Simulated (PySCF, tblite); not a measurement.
# C₅HF₂NO− (doublet): geometry, infrared bands and EPR parameters

Aim: predict the infrared bands and EPR parameters of C₅HF₂NO− (doublet) (`[N-]=[C]/C(F)=C1/OC=C1F`).

Computed with tblite 0.8.0 and PySCF 2.14.0, with density-fitted response routines of our own, on a single molecule in the gas phase. Atoms are numbered from 0 throughout.

## 1. The molecule as given

10 atoms, charge -1, multiplicity 2; geometry from: force field or distance geometry start.

Bonds of the start (Å): N0–C1 1.28, C1–C2 1.47, C2–F3 1.39, C2–C4 1.31, C4–O5 1.38, O5–C6 1.40, C6–C7 1.32, C7–F8 1.36, C7–C4 1.46, C6–H9 1.08.

## 2. Geometry optimisation with GFN2-xTB

What the job is given:

```
{"job": {"kind": "relax", "xc": "GFN2-xTB", "basis": "xTB"}, "charge": -1, "multiplicity": 2}
N     -1.808000    -1.799600    -0.267200
C     -2.241400    -0.600300    -0.166000
C     -1.389300     0.582800     0.007800
F     -1.997900     1.827600     0.103100
C     -0.083600     0.457800     0.051300
O      0.930400     1.386400     0.181100
C      1.868800     0.343500     0.106100
C      0.936600    -0.580000    -0.022200
F      0.847900    -1.925300    -0.171300
H      2.945400     0.311800     0.154900
```

Run with:

```console
$ OMP_NUM_THREADS=1 python probes_run.py task.json out
```

This one command runs all jobs of the session in turn.

The program printed:

```text
step      E/eV     max force
  0    -753.10809    6.806
  1    -753.79741    9.204
  2    -754.11934    5.326
  3    -754.35415    2.190
  4    -754.48998    1.443
  5    -754.65772    0.872
  6    -754.70257    1.214
  7    -754.74645    0.766
  8    -754.80810    0.896
  9    -754.87456    0.738
 10    -754.91892    1.475
 11    -754.94853    1.119
 12    -754.97524    0.635
 13    -754.98907    0.409
 14    -754.99775    0.272
 15    -755.00885    0.345
 16    -755.01763    0.344
 17    -755.02919    0.370
 18    -755.04384    0.315
 19    -755.06064    0.386
 20    -755.07507    0.317
 21    -755.08602    0.325
 22    -755.09466    0.686
 23    -755.10669    0.389
 24    -755.11755    0.301
 25    -755.12422    0.101
 26    -755.12473    0.064
 27    -755.12515    0.047
 28    -755.12530    0.045
 29    -755.12558    0.040
 30    -755.12578    0.046
 31    -755.12590    0.030
 32    -755.12593    0.009
```

Run time: 0.18 s. Hardware: 1 thread of Arm Neoverse V1, shared host.

Relaxation path:

```tsv
step	energy from step 0 (eV)	largest force (eV/Å)
0	0.0000	6.8063
1	-0.6893	9.2036
2	-1.0113	5.3263
3	-1.2461	2.1895
4	-1.3819	1.4434
5	-1.5496	0.8716
6	-1.5945	1.2136
7	-1.6384	0.7662
8	-1.7000	0.8957
9	-1.7665	0.7376
10	-1.8108	1.4747
11	-1.8404	1.1190
12	-1.8672	0.6348
13	-1.8810	0.4094
14	-1.8897	0.2722
15	-1.9008	0.3449
16	-1.9095	0.3435
17	-1.9211	0.3702
18	-1.9358	0.3146
19	-1.9526	0.3859
20	-1.9670	0.3174
21	-1.9779	0.3247
22	-1.9866	0.6858
23	-1.9986	0.3890
24	-2.0095	0.3014
25	-2.0161	0.1014
26	-2.0166	0.0638
27	-2.0171	0.0466
28	-2.0172	0.0452
29	-2.0175	0.0396
30	-2.0177	0.0464
31	-2.0178	0.0298
32	-2.0178	0.0094
```

Close pairs (by a distance rule), those that changed most:

```tsv
bond	before (Å)	after (Å)	change (Å)
N0–C1	1.279	1.167	-0.112
C1–C2	1.468	1.371	-0.098
C2–C4	1.312	1.389	+0.076
C6–C7	1.318	1.375	+0.056
C4–C7	1.457	1.411	-0.046
C4–O5	1.381	1.419	+0.038
O5–C6	1.405	1.421	+0.016
C6–H9	1.078	1.066	-0.012
```

The final coordinates are the input of the step that follows.

## 3. Vibrational analysis with GFN2-xTB

What the job is given:

```
{"job": {"kind": "ir", "xc": "GFN2-xTB", "basis": "xTB"}, "charge": -1, "multiplicity": 2}
N     -2.925001    -1.587054    -0.293211
C     -2.184894    -0.693650    -0.167474
C     -1.343244     0.377835    -0.018565
F     -1.950879     1.622304     0.090768
C      0.043472     0.320935     0.032511
O      0.961663     1.392360     0.179730
C      2.012836     0.437612     0.119765
C      1.115425    -0.594843    -0.016906
F      1.231185    -1.946218    -0.154732
H      3.048320     0.675372     0.205587
```

The program printed:

```text
mode    cm-1     km/mol
  1      60.9      0.51
  2      69.3     23.82
  3      90.4      2.90
  4     168.1      0.10
  5     203.4      8.39
  6     279.2     13.55
  7     283.3      1.04
  8     342.5      2.57
  9     391.3     13.12
 10     473.5      4.01
 11     518.6      3.70
 12     543.6      8.28
 13     641.4     20.40
 14     690.8     23.68
 15     976.7     75.80
 16    1008.9      5.66
 17    1019.5    136.20
 18    1162.9    146.21
 19    1212.6      8.94
 20    1309.4    117.66
 21    1534.7     37.12
 22    1673.4     52.42
 23    2260.8    644.11
 24    3190.5     40.68
```

It took 0.26 s on 1 thread of Arm Neoverse V1, shared host.

The strongest bands and the atoms that carry them (share of the mass-weighted mode):

```tsv
cm⁻¹	km/mol	atoms
977	75.8	O5 29 %, H9 23 %, C2 18 %, C4 11 %
1020	136.2	C6 36 %, C4 14 %, O5 13 %, C2 13 %
1163	146.2	O5 33 %, C6 29 %, H9 23 %
1309	117.7	C7 38 %, C2 28 %, C4 15 %
1535	37.1	C7 41 %, C6 21 %, C4 16 %, C2 16 %
1673	52.4	C4 46 %, C7 27 %, C2 14 %
2261	644.1	C1 63 %, N0 34 %
3190	40.7	H9 92 %
```

## 4. g tensor and hyperfine couplings: B3LYP/pcH-1

Same as in step 3 but for these lines:

```diff
@@ -1,2 +1,2 @@
-{"job": {"kind": "ir", "xc": "GFN2-xTB", "basis": "xTB"}, "charge": -1, "multiplicity": 2}
+{"job": {"kind": "epr", "basis": "pcH-1"}, "charge": -1, "multiplicity": 2}
 N     -2.925001    -1.587054    -0.293211
```

Method: UKS B3LYP, pcH-1 on C F H N O, non-relativistic, mean-field spin-orbit, GIAO.

The program printed:

```text
UKS, coarse grid
  cycle   1  E = -520.55976299  |g| = 6.16e-01
  cycle   2  E = -520.17333058  |g| = 1.18e+00
  cycle   3  E = -520.67514942  |g| = 2.09e-01
  cycle   4  E = -520.69138239  |g| = 8.74e-02
  cycle   5  E = -520.69395810  |g| = 3.44e-02
  cycle   6  E = -520.69441847  |g| = 1.09e-02
  cycle   7  E = -520.69446983  |g| = 3.82e-03
  cycle   8  E = -520.69448105  |g| = 1.53e-03
  cycle   9  E = -520.69448495  |g| = 1.25e-03
  cycle  10  E = -520.69448564  |g| = 2.98e-04
UKS, final grid
  cycle   1  E = -520.69446215  |g| = 4.39e-04
  cycle   2  E = -520.69446199  |g| = 7.72e-04
  cycle   3  E = -520.69446226  |g| = 7.62e-05
  cycle   4  E = -520.69446227  |g| = 6.48e-05
  cycle   5  E = -520.69446227  |g| = 4.43e-05
  cycle   6  E = -520.69446227  |g| = 9.97e-06
E = -520.69446227 Eh   <S^2> = 0.7599 (exact 0.7500)
g shifts (ppm)      1          2          3
  rmc          -179       -179       -179
  gc             32         -1         34
  oz_so        -124        -86       1421
  total        -272       -267       1275
hyperfine (MHz)  atom isotope    a_iso     a_fc   dipolar eigenvalues
    0   14N       5.30       5.30     -9.68     -8.27     17.95
    1   13C     -23.03     -23.03     -6.02      2.40      3.62
    2   13C      11.09      11.09    -24.07    -22.09     46.16
    3   19F      28.73      28.73    -60.09    -43.68    103.76
    4   13C      20.76      20.76    -26.69    -24.03     50.72
    5   17O       1.17       1.17     -1.69      0.02      1.67
    6   13C      44.23      44.23    -37.98    -36.75     74.73
    7   13C     -23.26     -23.26     -1.74      0.49      1.25
    8   19F      -3.55      -3.55     -4.84      1.52      3.32
    9    1H     -35.24     -35.24    -19.93      1.38     18.55
```

Wall time 60 s (1 thread of Arm Neoverse V1, shared host); peak memory 0.89 GiB.

Principal g values 2.00205, 2.00205, 2.00359; g(iso) = 2.00256, against 2.00232 for a free electron.

Hyperfine couplings, nucleus by nucleus at this fixed geometry (no averaging over rotations):

```tsv
nuclei	isotope	a(iso) (MHz)	a(iso) (G, at g = 2.0023)	largest dipolar term (MHz)
C6	13C	44.2	15.8	74.7
H9	1H	-35.2	-12.6	-19.9
F3	19F	28.7	10.3	103.8
C7	13C	-23.3	-8.3	-1.7
C1	13C	-23.0	-8.2	-6.0
C4	13C	20.8	7.4	50.7
C2	13C	11.1	4.0	46.2
N0	14N	5.3	1.9	18.0
F8	19F	-3.6	-1.3	-4.8
O5	17O	1.2	0.4	-1.7
```

Mulliken spin populations:

```tsv
atom	value (e)
N0	0.20
C1	-0.02
C2	0.22
F3	0.01
C4	0.25
O5	-0.03
C6	0.43
C7	-0.03
F8	0.00
H9	-0.02
```

In first order the couplings over 0.8 MHz of 1H, 19F, 14N give 24 distinct lines over 27.9 G.

Orbitals, density, ELF and potential are computed afterwards from the orbital file.

ELF in a plane through or near 10 of the atoms.

Values, 10 rows by 14 columns:
```
0.00 0.00 0.00 0.00 0.00 0.00 0.00 0.00 0.00 0.00 0.00 0.00 0.00 0.00
0.00 0.00 0.00 0.00 0.00 0.00 0.00 0.00 0.00 0.01 0.00 0.00 0.00 0.00
0.00 0.00 0.00 0.00 0.02 0.29 0.18 0.01 0.65 0.63 0.16 0.00 0.00 0.00
0.00 0.00 0.02 0.01 0.09 0.86 0.74 0.02 0.74 0.73 0.38 0.00 0.00 0.00
0.00 0.00 0.88 0.95 0.46 0.82 0.85 0.60 0.16 0.37 0.12 0.18 0.02 0.00
0.00 0.01 0.93 0.99 0.39 0.83 0.85 0.43 0.33 0.23 0.77 0.59 0.28 0.00
0.00 0.00 0.02 0.04 0.07 0.37 0.50 0.06 0.09 0.74 0.36 0.80 0.74 0.03
0.00 0.00 0.00 0.00 0.12 0.86 0.59 0.51 0.00 0.24 0.65 0.82 0.44 0.00
0.00 0.00 0.00 0.00 0.01 0.20 0.25 0.06 0.00 0.00 0.02 0.01 0.00 0.00
0.00 0.00 0.00 0.00 0.00 0.00 0.00 0.00 0.00 0.00 0.00 0.00 0.00 0.00
```
The map spans 11.5 Å across and 9.4 Å up, centred on the molecule. Atoms in the plane (x, y in Å): N0 (3.1, -1.1), C1 (2.3, -0.3), C2 (1.3, 0.6), F3 (1.7, 1.9), C4 (-0.1, 0.3), O5 (-1.2, 1.2), C6 (-2.1, 0.1), C7 (-1.0, -0.8), F8 (-0.9, -2.1), H9 (-3.1, 0.2).

On the surface of density 0.002 e/bohr³ the electrostatic potential runs, from the 1st to the 99th percentile, from -5.18 V near N0 to -2.15 V near H9.

The spin density lies nearest to C6 27 %; C2, C4 about 18 % each; N0 15 %.

## 5. Summary of results

```
                                 quantity                  value
strongest single infrared mode (GFN2-xTB)  2261 cm⁻¹, 644 km/mol
             zero-point energy (GFN2-xTB)          28.7 kcal/mol
                           g(iso) (B3LYP)                2.00256
                                     ⟨S²⟩     0.760 (exact 0.75)
                           largest a(iso)    13C on C6, 44.2 MHz
```

In words: Over 32 steps the energy fell by 2.018 eV; of the close pairs, N0–C1 changed most, 1.279 to 1.167 Å. All 24 modes are real, so the xTB geometry is a minimum. The strongest single mode, at 2261 cm⁻¹, moves mainly C1 and N0. Unscaled tight-binding wavenumbers are off by several per cent, some by more. Its intensities can rank the bands wrongly. The largest share of the spin, 0.43 e, sits on C6. The isotropic g lies 0.2 ppt above the free-electron value. The records flag this anion as possibly unbound in the gas phase, so the basis may hold the extra electron. The conformer search found further structures of the same energy, which may be mirror or relabelled copies of this one.
